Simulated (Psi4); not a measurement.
# wB97M-V/6-31G(d) (spherical functions) run of BSiH4O2F (SMILES OB(F)O[SiH3])

What is the energy change on altering one bond length of BSiH4O2F at wB97M-V/6-31G* (spherical functions)? 

The results are computed with Psi4 1.11.

1 further run of the same task is left out (set aside as unsound or not needed).

## 1. The system as given

BSiH4O2F has 9 atoms, charge 0, and is taken as a singlet. SMILES: `OB(F)O[SiH3]`. The shape is that of a PBE0-D4/def2-TZVP optimisation. This is one conformer, not always the lowest.

Bond lengths: O1–B2 1.359 Å, B2–F3 1.334 Å, B2–O4 1.348 Å, O4–Si5 1.655 Å, O1–H6 0.960 Å, Si5–H7 1.480 Å, Si5–H8 1.484 Å, Si5–H9 1.484 Å. Some angles: O1–B2–F3 120.0°, O1–B2–O4 121.1°, F3–B2–O4 118.9°, B2–O4–Si5 131.9°, B2–O1–H6 113.4°, O4–Si5–H7 106.4°, O4–Si5–H8 110.2°, O4–Si5–H9 110.2°, H7–Si5–H8 110.1°, H7–Si5–H9 110.1°.

## 2. A single-point energy at wB97M-V/6-31G(d) (spherical functions)

The input, job.py:

```python
import psi4

psi4.set_memory('1600 MB')
psi4.set_num_threads(1)
psi4.set_output_file('psi4.out', False)

molecule = psi4.geometry("""
O     -1.614100     0.556700     0.394000
B     -0.395400     1.157100     0.352700
F     -0.277300     2.450800     0.657900
O      0.708900     0.466900     0.006200
Si     0.934200    -1.114900    -0.425000
H     -2.322500     1.149900     0.654100
H      2.381900    -1.273900    -0.690900
H      0.154500    -1.427600    -1.647800
H      0.518200    -2.011000     0.681800
symmetry c1
""")

psi4.set_options({
    'basis': '6-31G*',
    'puream': True,
    'e_convergence': 1e-09,
    'd_convergence': 1e-08,
    'scf_type': 'pk',
    'dft_radial_points': 99,
    'dft_spherical_points': 590,
})

e_tot, wfn = psi4.energy('wb97m-v', molecule=molecule, return_wfn=True)
print('E =', round(e_tot, 9))
for k, v in sorted(psi4.core.scalar_variables().items()):
    print(f'{k:45s} {v:18.10f}')
```

Launch:

```sh
python job.py
```

psi4.out:

```text
[...]
  Running in c1 symmetry.
[...]
  Nuclear repulsion =  222.106225101530924
[...]
  Multiplicity = 1
[...]
  Nalpha       = 24
  Nbeta        = 24
[...]
    Number of basis functions: 82
[...]
   @RKS iter   1:  -566.91420124011620   -7.75967e-01   8.73141e-03 ADIIS/DIIS
[...]
   @RKS iter  12:  -567.10625323164425   -1.93268e-12   2.14559e-09 DIIS
[...]
    Orbital Energies [Eh]
    ---------------------
    Doubly Occupied:
       1A    -66.427004     2A    -24.906897     3A    -19.370273
       4A    -19.357655     5A     -6.991843     6A     -5.465619
       7A     -3.780525     8A     -3.777986     9A     -3.777971
      10A     -1.330947    11A     -1.169591    12A     -1.136773
      13A     -0.713539    14A     -0.674389    15A     -0.635574
      16A     -0.583296    17A     -0.571653    18A     -0.530675
      19A     -0.500465    20A     -0.491884    21A     -0.473066
      22A     -0.455178    23A     -0.421754    24A     -0.414613
[...]
  @RKS Final Energy:  -567.10625323164425
   => Energetics <=
    Nuclear Repulsion Energy =            222.1062251015309243
    One-Electron Energy =               -1225.4810758489945783
    Two-Electron Energy =                 476.1111479205300157
    DFT Exchange-Correlation Energy =     -40.0387251500983794
    Empirical Dispersion Energy =           0.0000000000000000
    VV10 Nonlocal Energy =                  0.1961747453876909
    Total Energy =                       -567.1062532316442457
[...]
 Multipole Moments:
 ------------------------------------------------------------------------------------
     Multipole            Electronic (a.u.)      Nuclear  (a.u.)        Total (a.u.)
 ------------------------------------------------------------------------------------
 L = 1.  Multiply by 2.5417464519 to convert [e a0] to [Debye]
 Dipole X            :         -1.7979103            1.2854045           -0.5125058
 Dipole Y            :          7.4400565           -7.5942871           -0.1542307
 Dipole Z            :          2.1448139           -2.1025089            0.0423051
 Magnitude           :                                                    0.5368790
[...]
```

On the terminal:

```text
E = -567.106253232
CURRENT ENERGY                                   -567.1062532316
CURRENT REFERENCE ENERGY                         -567.1062532316
DD SOLVATION ENERGY                                 0.0000000000
DFT FUNCTIONAL TOTAL ENERGY                      -567.1062532316
DFT TOTAL ENERGY                                 -567.1062532316
DFT VV10 ENERGY                                     0.1961747454
DFT XC ENERGY                                     -40.0387251501
GRID ELECTRONS ALPHA                               23.9999993924
GRID ELECTRONS BETA                                23.9999993924
GRID ELECTRONS TOTAL                               47.9999987849
NUCLEAR REPULSION ENERGY                          222.1062251015
ONE-ELECTRON ENERGY                             -1225.4810758490
PCM POLARIZATION ENERGY                             0.0000000000
PE ENERGY                                           0.0000000000
SCF ITERATION ENERGY                             -567.1062532316
SCF ITERATIONS                                     12.0000000000
SCF TOTAL ENERGY                                 -567.1062532316
TWO-ELECTRON ENERGY                               476.1111479205
XC GRID RADIAL POINTS                              99.0000000000
XC GRID SPHERICAL POINTS                          590.0000000000
XC GRID TOTAL POINTS                           499341.0000000000
```

It took 2 min on 1 thread of Intel Xeon 6975P-C (Granite Rapids), shared host; peak memory 1.2 GiB.

## 3. The distorted shape

The input, bfh4o2si.json:

```json
{
  "schema_name": "qcschema_input",
  "schema_version": 1,
  "molecule": {
    "schema_name": "qcschema_molecule",
    "schema_version": 2,
    "symbols": ["O", "B", "F", "O", "Si", "H", "H", "H", "H"],
    "geometry": [-2.31353878, 1.34745221, 1.8998664, -0.01052955, 2.48204377, 1.82182071, 0.2126471, 4.92678246, 2.39856512, 2.07629501, 1.1777548, 1.1670306, 2.5020503, -1.81141398, 0.3521807, -3.65222077, 2.46843774, 2.39138416, 5.23780681, -2.11188044, -0.15029748, 0.29196269, -2.69777302, -3.11389071, 1.71592423, -3.50479756, 2.44372957],
    "molecular_charge": 0,
    "molecular_multiplicity": 1,
    "fix_symmetry": "c1",
    "fix_com": true,
    "fix_orientation": true
  },
  "driver": "energy",
  "model": {
    "method": "wb97m-v",
    "basis": "6-31G*"
  },
  "keywords": {
    "puream": true,
    "e_convergence": 1e-09,
    "d_convergence": 1e-08,
    "scf_type": "pk",
    "dft_radial_points": 99,
    "dft_spherical_points": 590
  }
}
```

Launch:

```sh
psi4 --qcschema bfh4o2si.json -n 1 --memory 1600MB
```

stdout:

```text
[...]
  Running in c1 symmetry.
[...]
  Nuclear repulsion =  219.717760316611418
[...]
  Multiplicity = 1
[...]
  Nalpha       = 24
  Nbeta        = 24
[...]
    Number of basis functions: 82
[...]
   @RKS iter   1:  -566.83384657798047   -8.67826e-01   8.75200e-03 DIIS/ADIIS
[...]
   @RKS iter  12:  -567.03028780375212   -1.25056e-12   3.19466e-09 DIIS
[...]
    Orbital Energies [Eh]
    ---------------------
    Doubly Occupied:
       1A    -66.469813     2A    -24.913392     3A    -19.374818
       4A    -19.374024     5A     -7.000446     6A     -5.501414
       7A     -3.816411     8A     -3.814909     9A     -3.813351
      10A     -1.337291    11A     -1.176749    12A     -1.148558
      13A     -0.722369    14A     -0.678762    15A     -0.641042
      16A     -0.584100    17A     -0.577016    18A     -0.536630
      19A     -0.504961    20A     -0.501044    21A     -0.479044
      22A     -0.456685    23A     -0.433787    24A     -0.355259
[...]
  @RKS Final Energy:  -567.03028780375212
   => Energetics <=
    Nuclear Repulsion Energy =            219.7177603166114181
    One-Electron Energy =               -1220.1005210851101310
    Two-Electron Energy =                 473.0994544326908908
    DFT Exchange-Correlation Energy =     -39.9431635068926667
    Empirical Dispersion Energy =           0.0000000000000000
    VV10 Nonlocal Energy =                  0.1961820389482951
    Total Energy =                       -567.0302878037521168
[...]
 Multipole Moments:
 ------------------------------------------------------------------------------------
     Multipole            Electronic (a.u.)      Nuclear  (a.u.)        Total (a.u.)
 ------------------------------------------------------------------------------------
 L = 1.  Multiply by 2.5417464519 to convert [e a0] to [Debye]
 Dipole X            :        -38.8602945           38.5854032           -0.2748913
 Dipole Y            :        -45.7462359           45.7471081            0.0008722
 Dipole Z            :        -61.2403776           61.7328210            0.4924433
 Magnitude           :                                                    0.5639738
[...]
```

The result, in JSON:

```text
{
 "driver": "energy",
 "model": {
  "method": "wb97m-v",
  "basis": "6-31G*"
 },
 "success": true,
 "return_result": -567.0302878037521,
 "properties": {
  "calcinfo_nbasis": 82,
  "calcinfo_nmo": 82,
  "calcinfo_nalpha": 24,
  "calcinfo_nbeta": 24,
  "calcinfo_natom": 9,
  "nuclear_repulsion_energy": 219.71776031661142,
  "return_energy": -567.0302878037521,
  "scf_one_electron_energy": -1220.1005210851101,
  "scf_two_electron_energy": 473.0994544326909,
  "scf_vv10_energy": 0.19618203894829514,
  "scf_xc_energy": -39.94316350689267,
  "scf_dipole_moment": [-0.27489134892257994, 0.0008722039022615036, 0.4924433494985152],
  "scf_total_energy": -567.0302878037521,
  "scf_iterations": 12
 }
}
```

Run time: 2 min. Hardware: 1 thread of Intel Xeon 6975P-C (Granite Rapids), shared host; peak memory 1.2 GiB.

## 4. Summary of results

At wB97M-V/6-31G* (spherical functions):

```
                                                          quantity          value
                                         first shape: total energy  -567.10625 Eh
                                        first shape: dipole moment         1.36 D
                                          first shape: HOMO energy      -11.28 eV
                                          first shape: LUMO energy        2.32 eV
                                        first shape: HOMO–LUMO gap       13.60 eV
                                     distorted shape: total energy  -567.03029 Eh
                                    distorted shape: dipole moment         1.43 D
                                      distorted shape: HOMO energy       -9.67 eV
                                      distorted shape: LUMO energy        1.01 eV
                                    distorted shape: HOMO–LUMO gap       10.68 eV
energy change with the Si5–H8 bond stretched from 1.484 to 2.225 Å       2.067 eV
```

With the Si5–H8 bond stretched from 1.484 to 2.225 Å the energy rises by 2.07 eV (48 kcal/mol). The first shape isn't relaxed at this level, so the change isn't measured from a minimum.
